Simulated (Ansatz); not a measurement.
What does this script print? It uses the Ansatz DFT code, driven from Python.

The script, `fold.py`:
```python
'''Band folding check for HgTe.'''

import warnings

import ansatz as az
import pandas as pd

SMEARING = 'Marzari-Vanderbilt'
FUNCTIONAL = 'pbe'


def main() -> None:
    warnings.simplefilter('ignore', az.DeckWarning)

    lattice = az.Lattice.of(
        [0.0, 3.2145, 3.2145],
        [3.2145, 0.0, 3.2145],
        [3.2145, 3.2145, 0.0],
    )
    sites = [
        ('Hg', [0.0, 0.0, 0.0]),
        ('Te', [0.25, 0.25, 0.25]),
    ]
    cell = az.Crystal(lattice=lattice)
    for symbol, position in sites:
        cell = cell.atom(symbol, position)

    # the mesh shrinks as the cell grows, so that all cells sample the same points
    mesh = (4, 4, 4)
    rows = []
    for repeats in [(1, 1, 1), (2, 1, 1)]:
        model = (
            cell.supercell(*repeats).calculation()
            .occupations(SMEARING)
            .functional(FUNCTIONAL)
            .pseudopotentials('paw')
            .kpoints(*(k // n for k, n in zip(mesh, repeats)))
        )
        r = model.run(threads=1).report
        n = len(r['lattice']['sites'])
        rows.append((repeats, n, r['free_energy_ev'] / n, r['fermi_energy_ev'], r['n_kpoints'], r['n_symmetry_ops']))
    print(pd.DataFrame(rows, columns=['repeats', 'atoms', 'F/atom eV', 'Fermi level eV', 'k-points', 'symmetry operations']).round(4).to_string(index=False))


if __name__ == '__main__':
    main()
```

```console
$ python fold.py
  repeats  atoms   F/atom eV  Fermi level eV  k-points  symmetry operations
(1, 1, 1)      2 -10396.7815          9.0664         8                   24
(2, 1, 1)      4 -10396.7815          9.0664         8                   12
```

Reading the output:
- Absolute energies stand on the zero of these potentials, so only differences at equal settings mean something.
- Cold and Methfessel-Paxton smearing aren't meant for a gap as narrow as their width.
- The gap on the mesh is very small: a semilocal functional closes or nearly closes the gap of many narrow semiconductors.
- Spin-orbit coupling, which matters for elements this heavy, is left out.
- The structure is a deposited one; some such entries were measured under pressure or heat, so a shift against it needn't be the functional's error alone.
- The count of operations in a supercell holds its pure translations too, and an uneven repeat can lower the point group.
- Timing: 3.5 s on 1 thread of Arm Neoverse V2 (shared host), peak memory 0.44 GiB.

(Lines on the test bed's own set-up are left out of the output.)
